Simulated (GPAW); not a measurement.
Runs of GPAW 26.7.0 on NaLaMnMoO6. The structure is monoclinic, space group Cm (No. 8). The conventional cell has a = 9.445 Å, b = 5.474 Å, c = 5.485 Å, α = 90.00°, β = 125.39°, γ = 90.00°. Na (site symmetry m) has 7 O at 2.42 to 2.76 Å as nearest neighbours. La (site symmetry m) is surrounded by 7 O at 2.43 to 2.76 Å. Mn (site symmetry m) is surrounded by 6 O at 1.94 to 1.95 Å. Around Mo (site symmetry m) lie 6 O at 1.96 to 1.98 Å. Around O (site symmetry 1) lie 1 Mn at 1.94 Å and 1 Mo at 1.97 Å. O (site symmetry m) has 1 Mn at 1.94 Å and 1 Mo at 1.96 Å as nearest neighbours. O (site symmetry m) is surrounded by 1 Mn at 1.95 Å and 1 Mo at 1.98 Å. O (site symmetry 1) is surrounded by 1 Mn at 1.94 Å and 1 Mo at 1.97 Å. The cell was built by a generator and needn't be a form met in nature.

```csv
task,level,potentials or basis,k mesh,ranks,band path,band points,mesh quality,gap on the mesh (eV),pressure (GPa),moment (μB),largest force (eV/Å)
single point,PBE+D4,"GPAW PAW data sets (gpaw-data 1.2.1), pw",3 × 3 × 3,-,-,-,coarse,none,-2.8,1.60,0.04
single point,PBE,"GPAW PAW data sets (gpaw-data 1.2.1), pw",3 × 3 × 3,-,-,-,coarse,none,0.3,1.60,0.04
band structure,LDA,"the program's PAW data sets (release 1.2.1) made for this functional, pw",4 × 4 × 4,8,"XGY,LGZ,NGM,RG",100,not flagged,-,-13.6,1.49,(b)
single point,PBE+D3(BJ),"GPAW PAW data sets (gpaw-data 1.2.1), pw",3 × 3 × 3,-,-,-,coarse,none,(a),1.60,0.04
single point,PBE+D3,"GPAW PAW data sets (gpaw-data 1.2.1), pw",3 × 3 × 3,-,-,-,coarse,none,-1.8,1.60,0.04
```

Alike in all rows: spin collinear, ferromagnetic start; cell as given; cutoff (eV) 800; smearing fermi-dirac 0.05 eV.

Question: Estimate the missing entries.

Answer: (a) -2.9; (b) 0.27.

Caveats: some runs use coarse meshes; one-centre terms of the f shell are cut off; a cell with one magnetic atom can't hold antiferromagnetic order, which such compounds often take; semilocal functionals often make such compounds metallic where correlation or magnetic order opens a gap, which also shifts bond lengths; pairwise dispersion overbinds metals, which lowers pressure and volume (some runs).

A k mesh can miss the band edges, and the runs leave out spin-orbit coupling on La, Mo.

A gap of «none» marks a metal or a gap under the smearing width.

Not every run made on this cell is shown here.
